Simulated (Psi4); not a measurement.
**SnH2OF (SMILES [OH][SnH][F]) at 5 levels**

Aim: a comparison of 5 runs (U-r2SCAN50/3-21G, UPBE0/def2-TZVP, UTeter93/def2-TZVPPD, UMP2/3-21G) of SnH2OF. 

Program for the calculation: Psi4 1.11.

1 further run of the same task is left out (set aside as unsound or not needed).

## (1) The molecule

The species is SnH2OF (5 atoms), meant as a doublet with charge 0. SMILES: `[OH][SnH][F]`. The shape is that of a PBE0-D4/def2-TZVP optimisation. This is one conformer, not always the lowest.

Bond lengths: O1–Sn2 1.962 Å, Sn2–F3 1.934 Å, O1–H4 0.962 Å, Sn2–H5 1.742 Å. Angles: O1–Sn2–F3 102.5°, O1–Sn2–H5 105.8°, F3–Sn2–H5 106.5°, Sn2–O1–H4 113.4°.

## (2) The charge distribution at U-r2SCAN50/3-21G (run 1)

The input, fh2osn.py:

```python
import psi4

psi4.set_memory('1600 MB')
psi4.set_num_threads(1)
psi4.set_output_file('output.dat', False)

mol = psi4.geometry("""
0 2
O     -0.684100    -1.180600     0.020800
Sn     0.295400     0.403600     0.636100
F     -0.050500     1.682400    -0.773100
H     -1.495200    -0.969000    -0.450900
H      1.984200    -0.010100     0.525500
symmetry c1
no_reorient
no_com
""")

psi4.set_options({
    'basis': '3-21G',
    'reference': 'uks',
    'scf_type': 'direct',
})

energy_value, wavefunction = psi4.energy('r2scan50', molecule=mol, return_wfn=True)
psi4.oeprop(wavefunction, 'DIPOLE', 'MAYER_INDICES')
print(f'total energy {energy_value:.8f} hartree = {energy_value * 27.211386:.5f} eV')
for k, v in sorted(psi4.core.scalar_variables().items()):
    print(f'{k:45s} {v:18.10f}')
```

On the command line:

```console
$ python fh2osn.py
```

output.dat:

```text
[...]
  Running in c1 symmetry.
[...]
  Nuclear repulsion =  278.482230979413146
[...]
  Multiplicity = 2
[...]
  Nalpha       = 35
  Nbeta        = 34
[...]
    Number of basis functions: 55
[...]
   @DF-UKS iter   1: -6230.13529345029292   -3.64448e+00   1.22590e-02 DIIS/ADIIS
[...]
   @UKS iter  18: -6174.43598170460973   -1.82063e-08   5.89699e-07 DIIS
[...]
   @S^2 Observed:                7.575202740E-01
[...]
    Orbital Energies [Eh]
    ---------------------
    Alpha Occupied:
       1A   -1029.539225     2A   -154.032306     3A   -143.427304
       4A   -143.426844     5A   -143.426481     6A    -30.546364
       7A    -26.045453     8A    -26.043886     9A    -26.043044
      10A    -25.182085    11A    -19.648174    12A    -18.430976
      13A    -18.430614    14A    -18.429932    15A    -18.429338
      16A    -18.429007    17A     -5.162111    18A     -3.630546
      19A     -3.627464    20A     -3.626626    21A     -1.319779
      22A     -1.287059    23A     -1.277102    24A     -1.274628
      25A     -1.273785    26A     -1.227564    27A     -1.115709
      28A     -0.598137    29A     -0.514975    30A     -0.460960
      31A     -0.444054    32A     -0.428920    33A     -0.407533
      34A     -0.383174    35A     -0.283073
[...]
  @UKS Final Energy: -6174.43598170460973
   => Energetics <=
    Nuclear Repulsion Energy =            278.4822309794131456
    One-Electron Energy =               -9073.4706077779737825
    Two-Electron Energy =                2712.5827560253446791
    DFT Exchange-Correlation Energy =     -92.0303609313928774
    Empirical Dispersion Energy =           0.0000000000000000
    VV10 Nonlocal Energy =                  0.0000000000000000
    Total Energy =                      -6174.4359817046097305
[...]
 Multipole Moments:
 ------------------------------------------------------------------------------------
     Multipole            Electronic (a.u.)      Nuclear  (a.u.)        Total (a.u.)
 ------------------------------------------------------------------------------------
 L = 1.  Multiply by 2.5417464519 to convert [e a0] to [Debye]
 Dipole X            :        -17.8270104           17.6343573           -0.1926532
 Dipole Y            :        -46.9444540           47.0498342            0.1053801
 Dipole Z            :        -46.6761051           47.4096380            0.7335329
 Magnitude           :                                                    0.7656962
[...]
```

On the terminal:

```text
total energy -6174.43598170 hartree = -168014.96083 eV
CURRENT ENERGY                                  -6174.4359817046
CURRENT REFERENCE ENERGY                        -6174.4359817046
DD SOLVATION ENERGY                                 0.0000000000
DFT FUNCTIONAL TOTAL ENERGY                     -6174.4359817046
DFT TOTAL ENERGY                                -6174.4359817046
DFT VV10 ENERGY                                     0.0000000000
DFT XC ENERGY                                     -92.0303609314
GRID ELECTRONS ALPHA                               34.9999964654
GRID ELECTRONS BETA                                33.9999964136
GRID ELECTRONS TOTAL                               68.9999928790
NUCLEAR REPULSION ENERGY                          278.4822309794
ONE-ELECTRON ENERGY                             -9073.4706077780
PCM POLARIZATION ENERGY                             0.0000000000
PE ENERGY                                           0.0000000000
SCF ITERATION ENERGY                            -6174.4359817046
SCF ITERATIONS                                     18.0000000000
SCF TOTAL ENERGY                                -6174.4359817046
TWO-ELECTRON ENERGY                              2712.5827560253
XC GRID RADIAL POINTS                              75.0000000000
XC GRID SPHERICAL POINTS                          302.0000000000
XC GRID TOTAL POINTS                           108857.0000000000
```

Wall time 25 s (1 thread of AMD EPYC 7R43 (Zen 3), shared host); peak memory 0.49 GiB.

## (3) The charge distribution at U-r2SCAN50/3-21G (DKH3) (run 2)

The input, calc.py:

```python
import psi4

psi4.set_memory(1600000000)
psi4.set_num_threads(1)
psi4.core.set_output_file('fh2osn.out', False)

mol = psi4.geometry("""
0 2
O
Sn 1 1.961557
F 2 1.93412 1 102.48202
H 1 0.961852 2 113.40607 3 -34.38693
H 2 1.742247 3 106.50509 4 122.40792
units angstrom
symmetry c1
no_reorient
no_com
""")

psi4.set_options({
    'basis': '3-21G',
    'reference': 'uks',
    'scf_type': 'direct',
    'relativistic': 'dkh',
    'dkh_order': 3,
})

e_tot, wfn = psi4.energy("r2scan50", molecule=mol, return_wfn=True)
psi4.oeprop(wfn, "DIPOLE", "MAYER_INDICES")
print(f'total energy {e_tot:.8f} hartree = {e_tot * 27.211386:.5f} eV')
for k, v in sorted(psi4.core.scalar_variables().items()):
    print(f'{k:45s} {v:18.10f}')
```

On the command line:

```console
$ python calc.py
```

fh2osn.out:

```text
[...]
  Running in c1 symmetry.
[...]
  Nuclear repulsion =  278.482213423850681
[...]
  Multiplicity = 2
[...]
  Nalpha       = 35
  Nbeta        = 34
[...]
    Number of basis functions: 55
[...]
   @DF-UKS iter   1: -6334.30909112686277   -5.75916e+00   1.27935e-02 DIIS/ADIIS
[...]
   @UKS iter  18: -6275.96958126557365   -5.78393e-08   8.82334e-07 DIIS
[...]
   @S^2 Observed:                7.597337906E-01
[...]
    Orbital Energies [Eh]
    ---------------------
    Alpha Occupied:
       1A   -1051.524499     2A   -161.701241     3A   -146.871752
       4A   -146.871253     5A   -146.870958     6A    -32.142212
       7A    -26.762540     8A    -26.760967     9A    -26.760180
      10A    -25.208924    11A    -19.667387    12A    -18.478161
      13A    -18.477959    14A    -18.477311    15A    -18.476686
      16A    -18.476352    17A     -5.440268    18A     -3.718172
      19A     -3.715229    20A     -3.714413    21A     -1.306117
      22A     -1.260707    23A     -1.248409    24A     -1.245832
      25A     -1.244796    26A     -1.213910    27A     -1.115629
      28A     -0.607612    29A     -0.516826    30A     -0.460482
      31A     -0.441966    32A     -0.429017    33A     -0.408155
      34A     -0.382767    35A     -0.286133
[...]
  @UKS Final Energy: -6275.96958126557365
   => Energetics <=
    Nuclear Repulsion Energy =            278.4822134238506806
    One-Electron Energy =               -9187.1950854849783354
    Two-Electron Energy =                2725.4746775195067130
    DFT Exchange-Correlation Energy =     -92.7313867239540457
    Empirical Dispersion Energy =           0.0000000000000000
    VV10 Nonlocal Energy =                  0.0000000000000000
    Total Energy =                      -6275.9695812655736518
[...]
 Multipole Moments:
 ------------------------------------------------------------------------------------
     Multipole            Electronic (a.u.)      Nuclear  (a.u.)        Total (a.u.)
 ------------------------------------------------------------------------------------
 L = 1.  Multiply by 2.5417464519 to convert [e a0] to [Debye]
 Dipole X            :          1.6368319           -1.1176396            0.5191924
 Dipole Y            :          2.9345276           -2.4266046            0.5079230
 Dipole Z            :          5.2523569           -5.0390406            0.2133163
 Magnitude           :                                                    0.7570009
[...]
```

On the terminal:

```text
total energy -6275.96958127 hartree = -170777.83080 eV
CURRENT ENERGY                                  -6275.9695812656
CURRENT REFERENCE ENERGY                        -6275.9695812656
DD SOLVATION ENERGY                                 0.0000000000
DFT FUNCTIONAL TOTAL ENERGY                     -6275.9695812656
DFT TOTAL ENERGY                                -6275.9695812656
DFT VV10 ENERGY                                     0.0000000000
DFT XC ENERGY                                     -92.7313867240
GRID ELECTRONS ALPHA                               34.9999963785
GRID ELECTRONS BETA                                33.9999962256
GRID ELECTRONS TOTAL                               68.9999926040
NUCLEAR REPULSION ENERGY                          278.4822134239
ONE-ELECTRON ENERGY                             -9187.1950854850
PCM POLARIZATION ENERGY                             0.0000000000
PE ENERGY                                           0.0000000000
SCF ITERATION ENERGY                            -6275.9695812656
SCF ITERATIONS                                     18.0000000000
SCF TOTAL ENERGY                                -6275.9695812656
TWO-ELECTRON ENERGY                              2725.4746775195
XC GRID RADIAL POINTS                              75.0000000000
XC GRID SPHERICAL POINTS                          302.0000000000
XC GRID TOTAL POINTS                           108856.0000000000
```

Wall time 25 s (1 thread of AMD EPYC 7R43 (Zen 3), shared host); peak memory 0.5 GiB.

Runs 3 to 4 aren't shown in full; the table further down has their settings and results.

## (4) A single-point energy at UMP2/3-21G (run 5)

The input, job.dat:

```
memory 1600 MB

molecule molecule1 {
  0 2
  O     -0.684100    -1.180600     0.020800
  Sn     0.295400     0.403600     0.636100
  F     -0.050500     1.682400    -0.773100
  H     -1.495200    -0.969000    -0.450900
  H      1.984200    -0.010100     0.525500
  units angstrom
  symmetry c1
  no_reorient
  no_com
}

set {
  basis           3-21G
  reference       uhf
  puream          true
  e_convergence   1e-09
  d_convergence   1e-08
  scf_type        pk
  num_frozen_docc 20
  mp2_type        conv
  maxiter         200
}

energy("mp2")
print_variables()
```

On the command line:

```console
$ psi4 -n 1 job.dat job.out
```

job.out:

```text
[...]
  Running in c1 symmetry.
[...]
  Nuclear repulsion =  278.482230979413146
[...]
  Multiplicity = 2
[...]
  Nalpha       = 35
  Nbeta        = 34
[...]
    Number of basis functions: 53
[...]
   @UHF iter   1: -6170.62167961012346   -3.99926e+00   1.05417e-02 DIIS/ADIIS
[...]
   @UHF iter  15: -6170.80600280144063    1.36424e-11   3.04357e-09 DIIS
[...]
   @S^2 Observed:                7.589495443E-01
[...]
    Orbital Energies [Eh]
    ---------------------
    Alpha Occupied:
       1A   -1034.918909     2A   -156.261243     3A   -145.407466
       4A   -145.406444     5A   -145.406264     6A    -31.569369
       7A    -26.945681     8A    -26.943225     9A    -26.942642
      10A    -26.061049    11A    -20.424579    12A    -19.111048
      13A    -19.110917    14A    -19.110166    15A    -19.109601
      16A    -19.109254    17A     -5.583118    18A     -3.968754
      19A     -3.963844    20A     -3.962723    21A     -1.511369
      22A     -1.461480    23A     -1.450644    24A     -1.447462
      25A     -1.446300    26A     -1.412790    27A     -1.279742
      28A     -0.683582    29A     -0.605111    30A     -0.567266
      31A     -0.559117    32A     -0.516918    33A     -0.501310
      34A     -0.474318    35A     -0.340864
[...]
  @UHF Final Energy: -6170.80600280144063
   => Energetics <=
    Nuclear Repulsion Energy =            278.4822309794131456
    One-Electron Energy =               -9072.0209328455130162
    Two-Electron Energy =                2622.7326990646593003
    Total Energy =                      -6170.8060028014406271
  UHF NO Occupations:
  HONO-2 :   33  A 1.9986079
  HONO-1 :   34  A 1.9973759
[...]
 Multipole Moments:
 ------------------------------------------------------------------------------------
     Multipole            Electronic (a.u.)      Nuclear  (a.u.)        Total (a.u.)
 ------------------------------------------------------------------------------------
 L = 1.  Multiply by 2.5417464519 to convert [e a0] to [Debye]
 Dipole X            :        -17.8290945           17.6343573           -0.1947372
 Dipole Y            :        -46.8423022           47.0498342            0.2075320
 Dipole Z            :        -46.4308160           47.4096380            0.9788220
 Magnitude           :                                                    1.0193550
[...]
	SCS-MP2 Total Energy (a.u.)        : -6171.08152927734500
	SOS-MP2 Total Energy (a.u.)        : -6171.07888143885248
	SCSN-MP2 Total Energy (a.u.)       : -6170.93081409680053
[...]
	SOS-PI-MP2 Total Energy (a.u.)     : -6171.09987210326926
[...]
	MP2 Total Energy (a.u.)            : -6171.08682495433095
[...]
```

It took 4.2 s on 1 thread of AMD EPYC 7R43 (Zen 3), shared host; peak memory 0.23 GiB.

## (5) Overview of the runs

| run | level | task | integrals | energy (Eh) | dipole moment (D) | HOMO energy (eV) | LUMO energy (eV) | wall time |
| --- | --- | --- | --- | --- | --- | --- | --- | --- |
| 1 | U-r2SCAN50/3-21G | properties | direct | -6174.435982 | 1.95 | -7.70 | -2.56 | 25 s |
| 2 | U-r2SCAN50/3-21G (DKH3) | properties | direct | -6275.969581 | 1.92 | -7.79 | -2.62 | 25 s |
| 3 | UPBE0/def2-TZVP (core potential) | gradient | pk | -390.494398 | 1.91 | -6.97 | -3.88 | 76 s |
| 4 | UTeter93/def2-TZVPPD (density fitting, core potential) | energy | df | -389.154507 | 1.74 | -5.90 | -5.09 | 17 s |
| 5 | UMP2/3-21G | energy | pk | -6171.086825 | – | -9.28 | -0.21 | 4.2 s |

## (6) What came out

| quantity | value |
| --- | --- |
| run 5: total energy | -6171.08682 Eh |
| run 5: HOMO energy (Hartree–Fock orbitals) (highest over α and β) | -9.28 eV |
| run 5: LUMO energy (Hartree–Fock orbitals) (lowest over α and β) | -0.21 eV |
| run 5: correlation energy (20 core orbitals frozen) | -280.8 mEh |
| run 5: ⟨S²⟩ of the reference determinant | 0.759 |

**Reading.** Over runs 1, 2, 3, 4 the dipole moment (its size) runs from 1.74 D (UTeter93/def2-TZVPPD) to 1.95 D (U-r2SCAN50/3-21G). The two ends differ in method and basis and core potential. Totals of different functionals can't be ranked against each other. Some runs of one species differ in core potentials or relativity; totals across that change don't compare. In runs 1, 5 relativity is left out where basis or elements ask for it. All runs together took 2.4 min, the longest 76 s.
